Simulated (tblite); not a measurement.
# C2H13Ge2NSi: the cost of one run

The runs use tblite 0.8.0 and PySCF 2.14.0, with density-fitted response routines of our own; the level of theory stands in each step. All values are computed, except where a source is named. Atoms count from 0, in the outputs and in this text.

### Step 1. The molecule as given

19 atoms, charge 0, multiplicity 1; geometry from: force field or distance geometry start.

Bonds of the start (Å): C0–N1 1.46, N1–Ge2 1.86, Ge2–C3 1.95, Ge2–Si4 2.30, Si4–Ge5 2.30, C0–H6 1.12, C0–H7 1.11, C0–H8 1.11, N1–H9 1.06, Ge2–H10 1.56, C3–H11 1.11, C3–H12 1.09, C3–H13 1.12, Si4–H14 1.48, Si4–H15 1.47, Ge5–H16 1.56, Ge5–H17 1.55, Ge5–H18 1.55.

### Step 2. Optimising the geometry with GFN2-xTB

Job settings and geometry (Å):

```
{"job": {"kind": "relax", "xc": "GFN2-xTB", "basis": "xTB"}, "charge": 0, "multiplicity": 1}
C     -2.002800    -1.386400     0.984000
N     -1.502900    -0.018400     1.095700
Ge    -0.843500     0.535700    -0.555900
C     -0.349700     2.420200    -0.454700
Si     1.015500    -0.693100    -1.133700
Ge     2.565900    -0.531300     0.559400
H     -2.845200    -1.413500     0.248300
H     -2.397800    -1.710400     1.973200
H     -1.202400    -2.088800     0.674300
H     -0.684800    -0.046100     1.761600
H     -1.955900     0.364200    -1.638800
H     -1.239600     3.014400    -0.165400
H      0.031900     2.752200    -1.419500
H      0.445000     2.534500     0.320600
H      1.585400    -0.148100    -2.383500
H      0.636900    -2.098600    -1.318200
H      2.940900     0.963000     0.777600
H      3.838000    -1.342800     0.184400
H      1.955300    -1.097400     1.871500
```

The run is started by

```console
$ OMP_NUM_THREADS=1 python probes_run.py task.json out
```

One launch serves the whole session: the jobs run in the order shown.

**Question.** How long does this first job take on 1 thread of Arm Neoverse N1, shared host, and how much memory does it need?

About 1.3 s, with a peak of 0.18 GiB.
